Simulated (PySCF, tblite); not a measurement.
# C₄H₁₀ClSi radical: geometry, infrared bands and EPR parameters

Wanted: the infrared bands and EPR parameters of C₄H₁₀ClSi radical (`[CH2][C@H]([SiH3])CCCl`), by calculation.

Programs: tblite 0.8.0 and PySCF 2.14.0, with density-fitted response routines of our own. Each step states its level of theory. These are calculated values for one molecule in the gas phase, unless marked as measured. Atoms are numbered from 0 throughout.

### 1 The molecule as given

16 atoms, charge 0, multiplicity 2; geometry from: force field or distance geometry start.

Bonds of the start (Å): C0–C1 1.49, C1–Si2 1.89, C1–C3 1.50, C3–C4 1.50, C4–Cl5 1.80, C0–H6 1.11, C0–H7 1.09, C1–H8 1.10, Si2–H9 1.45, Si2–H10 1.48, Si2–H11 1.46, C3–H12 1.13, C3–H13 1.10, C4–H14 1.13, C4–H15 1.09.

### 2 Geometry optimisation with GFN2-xTB

What the job is given:

```
{"job": {"kind": "relax", "xc": "GFN2-xTB", "basis": "xTB"}, "charge": 0, "multiplicity": 2}
C      0.318500     1.557000    -0.721800
C      0.410700     0.392900     0.206600
Si     1.985400    -0.611100    -0.059800
C     -0.725200    -0.577000     0.086000
C     -2.070900     0.024200     0.389000
Cl    -3.285700    -1.284900     0.181700
H      1.012800     2.391600    -0.494500
H      0.427700     1.284600    -1.767600
H      0.441800     0.771100     1.242300
H      2.966800    -0.192600     0.924300
H      1.660500    -2.035600     0.197200
H      2.450200    -0.468800    -1.438900
H     -0.523700    -1.374300     0.863400
H     -0.691200    -1.049700    -0.909400
H     -2.061300     0.274500     1.486500
H     -2.323900     0.907000    -0.196600
```

On the command line:

```sh
> OMP_NUM_THREADS=1 python probes_run.py task.json out
```

This one command runs all jobs of the session in turn.

The program printed:

```text
step      E/eV     max force
  0    -539.94549    1.877
  1    -540.10004    1.144
  2    -540.16212    0.652
  3    -540.20952    0.684
  4    -540.25190    0.701
  5    -540.27510    0.461
  6    -540.29040    0.269
  7    -540.29957    0.198
  8    -540.30639    0.273
  9    -540.31376    0.233
 10    -540.32010    0.194
 11    -540.32654    0.216
 12    -540.33369    0.227
 13    -540.34136    0.273
 14    -540.34830    0.204
 15    -540.35315    0.154
 16    -540.35623    0.140
 17    -540.35895    0.134
 18    -540.36223    0.180
 19    -540.36604    0.192
 20    -540.36969    0.172
 21    -540.37251    0.189
 22    -540.37470    0.141
 23    -540.37708    0.142
 24    -540.37986    0.150
 25    -540.38263    0.169
 26    -540.38493    0.155
 27    -540.38651    0.093
 28    -540.38784    0.092
 29    -540.38958    0.109
 30    -540.39158    0.144
 31    -540.39325    0.105
 32    -540.39437    0.066
 33    -540.39524    0.069
 34    -540.39612    0.089
 35    -540.39706    0.077
 36    -540.39790    0.074
 37    -540.39865    0.067
 38    -540.39945    0.097
 39    -540.40053    0.122
 40    -540.40198    0.103
 41    -540.40363    0.099
 42    -540.40533    0.095
 43    -540.40723    0.159
 44    -540.40974    0.226
 45    -540.41337    0.248
 46    -540.41754    0.196
 47    -540.42094    0.116
 48    -540.42216    0.127
 49    -540.42434    0.152
 50    -540.42568    0.102
 51    -540.42844    0.067
 52    -540.42937    0.080
 53    -540.43081    0.083
 54    -540.43193    0.071
 55    -540.43307    0.073
 56    -540.43384    0.069
 57    -540.43452    0.070
 58    -540.43539    0.071
 59    -540.43656    0.084
 60    -540.43763    0.075
 61    -540.43820    0.039
 62    -540.43843    0.035
 63    -540.43859    0.034
 64    -540.43885    0.031
 65    -540.43910    0.027
 66    -540.43935    0.029
 67    -540.43956    0.031
 68    -540.43977    0.030
 69    -540.43998    0.029
 70    -540.44017    0.030
 71    -540.44033    0.026
 72    -540.44046    0.028
 73    -540.44058    0.030
 74    -540.44070    0.025
 75    -540.44082    0.026
 76    -540.44094    0.022
 77    -540.44104    0.019
 78    -540.44111    0.021
 79    -540.44118    0.020
 80    -540.44127    0.020
 81    -540.44138    0.024
 82    -540.44148    0.028
 83    -540.44155    0.022
 84    -540.44159    0.016
 85    -540.44163    0.013
 86    -540.44166    0.014
 87    -540.44169    0.016
 88    -540.44172    0.012
 89    -540.44173    0.007
```

It took 0.52 s on 1 thread of Arm Neoverse V2, shared host.

The steps of the relaxation: (not every step is listed)

```
step  energy from step 0 (eV)  largest force (eV/Å)
   0                   0.0000                1.8773
   1                  -0.1546                1.1442
   2                  -0.2166                0.6517
   3                  -0.2640                0.6836
   4                  -0.3064                0.7008
   5                  -0.3296                0.4612
   6                  -0.3449                0.2689
   7                  -0.3541                0.1978
   8                  -0.3609                0.2728
  15                  -0.4077                0.1539
  22                  -0.4292                0.1405
  29                  -0.4441                0.1086
  36                  -0.4524                0.0737
  43                  -0.4617                0.1586
  50                  -0.4802                0.1015
  57                  -0.4890                0.0699
  64                  -0.4934                0.0310
  71                  -0.4948                0.0260
  78                  -0.4956                0.0210
  84                  -0.4961                0.0159
  85                  -0.4961                0.0132
  86                  -0.4962                0.0144
  87                  -0.4962                0.0160
  88                  -0.4962                0.0122
  89                  -0.4962                0.0073
```

Close pairs (by a distance rule), those that changed most:

```
   bond  before (Å)  after (Å)  change (Å)
 C1–Si2       1.886      1.946      +0.060
 C3–H12       1.132      1.092      -0.040
  C0–C1       1.492      1.454      -0.038
  C0–H6       1.109      1.072      -0.037
 C4–H14       1.126      1.090      -0.035
  C1–C3       1.499      1.526      +0.028
Si2–H10       1.484      1.467      -0.017
  C3–C4       1.505      1.520      +0.016
```

The final coordinates are the input of the step that follows.

### 3 Harmonic vibrations with GFN2-xTB

What the job is given:

```
{"job": {"kind": "ir", "xc": "GFN2-xTB", "basis": "xTB"}, "charge": 0, "multiplicity": 2}
C      0.490445     1.446149    -0.559062
C      0.421922     0.277135     0.302124
Si     2.106306    -0.634451    -0.042552
C     -0.757081    -0.648130     0.012422
C     -2.066221     0.046678     0.351901
Cl    -3.456029    -1.021386     0.017769
H      0.931638     2.361126    -0.217492
H      0.159800     1.391243    -1.577993
H      0.414930     0.566749     1.355955
H      3.176517     0.286596     0.328539
H      2.186721    -1.855791     0.765509
H      2.132745    -0.971843    -1.462684
H     -0.671348    -1.563487     0.601033
H     -0.761325    -0.923183    -1.043751
H     -2.116472     0.307695     1.409420
H     -2.200148     0.943845    -0.252550
```

The program printed:

```text
mode    cm-1     km/mol
  1      72.3      1.65
  2      99.8      1.26
  3     112.7      0.32
  4     158.5      6.95
  5     168.8      5.14
  6     272.8      7.24
  7     290.0      0.46
  8     336.0      0.10
  9     404.2      0.48
 10     462.3     56.00
 11     529.3     33.36
 12     555.8     57.37
 13     671.7     25.85
 14     743.7    204.79
 15     765.2     10.06
 16     785.4    155.61
 17     786.3    337.73
 18     790.1     16.86
 19     900.3      0.86
 20     959.3      0.78
 21    1040.9     13.12
 22    1067.5      2.16
 23    1103.0     10.65
 24    1155.4      3.89
 25    1193.9      2.80
 26    1224.0     10.91
 27    1258.2      2.63
 28    1301.5     12.73
 29    1336.3      5.35
 30    1416.7      0.56
 31    1445.9      0.77
 32    1484.1      0.18
 33    2229.2    290.92
 34    2294.9    144.17
 35    2299.8    381.44
 36    2932.6     36.22
 37    2972.2      3.23
 38    2978.8      7.87
 39    2986.7     21.04
 40    2990.7     24.66
 41    3135.3     15.21
 42    3175.9     38.98
```

It took 0.45 s on 1 thread of Arm Neoverse V2, shared host.

Which atoms move in the most intense modes:

```
cm⁻¹  km/mol                        atoms
 462    56.0    H7 53 %, H6 31 %, C0 13 %
 556    57.4            H9 40 %, H11 29 %
 744   204.8            H9 45 %, H11 44 %
 785   155.6           H10 52 %, H11 35 %
 786   337.7  H9 39 %, H10 30 %, H11 19 %
2229   290.9                     H10 96 %
2295   144.2            H9 54 %, H11 44 %
2300   381.4            H11 53 %, H9 43 %
```

### 4 g tensor and hyperfine couplings: B3LYP/pcH-1

Settings changed since step 3:

```diff
@@ -1,2 +1,2 @@
-{"job": {"kind": "ir", "xc": "GFN2-xTB", "basis": "xTB"}, "charge": 0, "multiplicity": 2}
+{"job": {"kind": "epr", "basis": "pcH-1"}, "charge": 0, "multiplicity": 2}
 C      0.490445     1.446149    -0.559062
```

With the program's defaults for keys left out, this is: UKS B3LYP, pcH-1 on C Cl H Si, non-relativistic, mean-field spin-orbit, GIAO.

The program printed:

```text
UKS, coarse grid
  cycle   1  E = -908.06722673  |g| = 2.92e-01
  cycle   2  E = -908.06091095  |g| = 2.98e-01
  cycle   3  E = -908.10530476  |g| = 5.41e-02
  cycle   4  E = -908.10669419  |g| = 2.17e-02
  cycle   5  E = -908.10691635  |g| = 5.71e-03
  cycle   6  E = -908.10693228  |g| = 2.54e-03
  cycle   7  E = -908.10693655  |g| = 9.66e-04
UKS, final grid
  cycle   1  E = -908.10695237  |g| = 1.27e-03
  cycle   2  E = -908.10695141  |g| = 1.89e-03
  cycle   3  E = -908.10695321  |g| = 1.11e-04
  cycle   4  E = -908.10695322  |g| = 4.80e-05
  cycle   5  E = -908.10695322  |g| = 1.94e-05
E = -908.10695322 Eh   <S^2> = 0.7540 (exact 0.7500)
g shifts (ppm)      1          2          3
  rmc          -145       -145       -145
  gc             14         28         -5
  oz_so        -139        304       1483
  total        -270        187       1332
hyperfine (MHz)  atom isotope    a_iso     a_fc   dipolar eigenvalues
    0   13C      78.55      78.65    -75.37    -74.58    149.95
    1   13C     -26.05     -26.06     -4.95     -0.67      5.63
    2  29Si    -157.48    -157.62    -21.33      8.91     12.42
    3   13C      22.52      22.52     -2.74     -2.07      4.81
    4   13C      -1.77      -1.78     -2.00     -0.14      2.14
    5  35Cl       0.20       0.21     -0.64     -0.38      1.03
    6    1H     -59.94     -59.95    -36.68      0.54     36.14
    7    1H     -59.47     -59.48    -36.66      0.63     36.03
    8    1H      42.46      42.46     -4.21     -3.94      8.15
    9    1H      -3.90      -3.90     -3.68     -1.51      5.19
   10    1H      55.12      55.12     -2.39     -0.98      3.37
   11    1H      -4.00      -4.00     -3.68     -1.51      5.19
   12    1H      -2.95      -2.95     -2.72     -1.45      4.17
   13    1H      -0.38      -0.38     -2.90     -2.63      5.53
   14    1H       0.17       0.17     -1.80     -1.40      3.20
   15    1H       1.79       1.79     -4.89     -2.48      7.37
```

Wall time 82 s (1 thread of Arm Neoverse V2, shared host); peak memory 0.97 GiB.

Principal g values 2.00205, 2.00251, 2.00365; g(iso) = 2.00274, against 2.00232 for a free electron.

Hyperfine couplings; where a row names several nuclei, a(iso) is their mean (it holds for fast rotation or exchange) and the dipolar term the largest among them:

```
      nuclei  isotope  a(iso) (MHz)  a(iso) (G, at g = 2.0023)  largest dipolar term (MHz)
         Si2     29Si        -157.5                      -56.2                       -21.3
          C0      13C          78.5                       28.0                       149.9
      H6, H7       1H         -59.7                      -21.3                       -36.7
          H8       1H          42.5                       15.2                         8.1
          C1      13C         -26.0                       -9.3                         5.6
          C3      13C          22.5                        8.0                         4.8
H9, H10, H11       1H          15.7                        5.6                         5.2
         H12       1H          -3.0                       -1.1                         4.2
         H15       1H           1.8                        0.6                         7.4
          C4      13C          -1.8                       -0.6                         2.1
         H13       1H          -0.4                       -0.1                         5.5
         Cl5     35Cl           0.2                        0.1                         1.0
         H14       1H           0.2                        0.1                         3.2
```

Mulliken spin populations:

C0 1.00; C1 -0.06; Si2 0.07; C3 0.02; C4 0.01; Cl5 0.00; H6 -0.04; H7 -0.04; H8 0.01; H9 0.00; H10 0.04; H11 0.00; H12 0.00; H13 0.00; H14 0.00; H15 0.00

In first order the couplings over 0.8 MHz of 1H give 96 distinct lines over 76.3 G, if the averaged nuclei exchange fast; the same motion can average rows kept apart here too.

Orbitals, density, ELF and potential are computed afterwards from the orbital file.

ELF in a plane through or near 6 of the atoms.

Values, 10 rows by 14 columns:
```
0.00 0.00 0.00 0.00 0.00 0.00 0.00 0.00 0.00 0.00 0.00 0.00 0.00 0.00
0.00 0.00 0.00 0.00 0.08 0.04 0.00 0.00 0.00 0.00 0.00 0.00 0.00 0.00
0.00 0.00 0.00 0.46 1.00 0.98 0.01 0.19 0.45 0.00 0.11 0.12 0.01 0.00
0.00 0.00 0.01 0.37 1.00 0.99 0.02 0.97 0.99 0.02 0.64 0.79 0.32 0.01
0.00 0.00 0.37 0.84 0.27 0.14 0.61 0.63 0.60 0.51 0.55 0.87 0.65 0.05
0.00 0.02 0.96 1.00 0.85 0.68 0.34 0.58 0.30 0.18 0.41 0.31 0.30 0.01
0.00 0.00 0.38 0.84 0.04 0.33 0.62 0.67 0.03 0.89 0.64 0.00 0.00 0.00
0.00 0.00 0.00 0.00 0.08 0.98 0.99 0.66 0.17 0.03 0.06 0.00 0.00 0.00
0.00 0.00 0.00 0.00 0.01 0.77 0.79 0.15 0.02 0.00 0.00 0.00 0.00 0.00
0.00 0.00 0.00 0.00 0.00 0.00 0.00 0.00 0.00 0.00 0.00 0.00 0.00 0.00
```
The map spans 12.1 Å across and 9.9 Å up, centred on the molecule. Atoms in the plane (x, y in Å): C1 (-0.4, -0.2), C4 (2.1, 0.0), H6 (-1.0, -2.3), H9 (-3.1, -0.1), H10 (-2.1, 2.0), H12 (0.7, 1.6).

On the surface of density 0.002 e/bohr³ the electrostatic potential runs, from the 1st to the 99th percentile, from -0.75 V near Cl5 to 1.04 V near H9.

The spin density lies nearest to C0 58 %; H6, H7 about 10 % each.

### 5 Outcome

```
                                                                  quantity                    value
                                 strongest single infrared mode (GFN2-xTB)    2300 cm⁻¹, 381 km/mol
                                              zero-point energy (GFN2-xTB)            75.6 kcal/mol
                                                            g(iso) (B3LYP)                  2.00274
                                                                      ⟨S²⟩       0.754 (exact 0.75)
                                        largest a(iso) (averaged by class)  29Si on Si2, -157.5 MHz
potential on the surface of density 0.002 e/bohr³, 1st and 99th percentile       -0.75 V and 1.04 V
```

In words: Over 89 steps the energy fell by 0.496 eV; of the close pairs, C1–Si2 changed most, 1.886 to 1.946 Å. No mode is imaginary among the 42: a minimum at this level. The strongest single mode, at 2300 cm⁻¹, moves mainly H11 and H9. GFN2-xTB is a fitted tight-binding method: band positions and strengths are rough. Its intensities can rank the bands wrongly. C0 carries the largest spin population, 1.00 e. The isotropic g lies 0.4 ppt above the free-electron value. These values are for one conformer; the search (at its own cheap level) found 2 more, at 0.06, 0.83 kcal/mol, and measured spectra average over such forms.
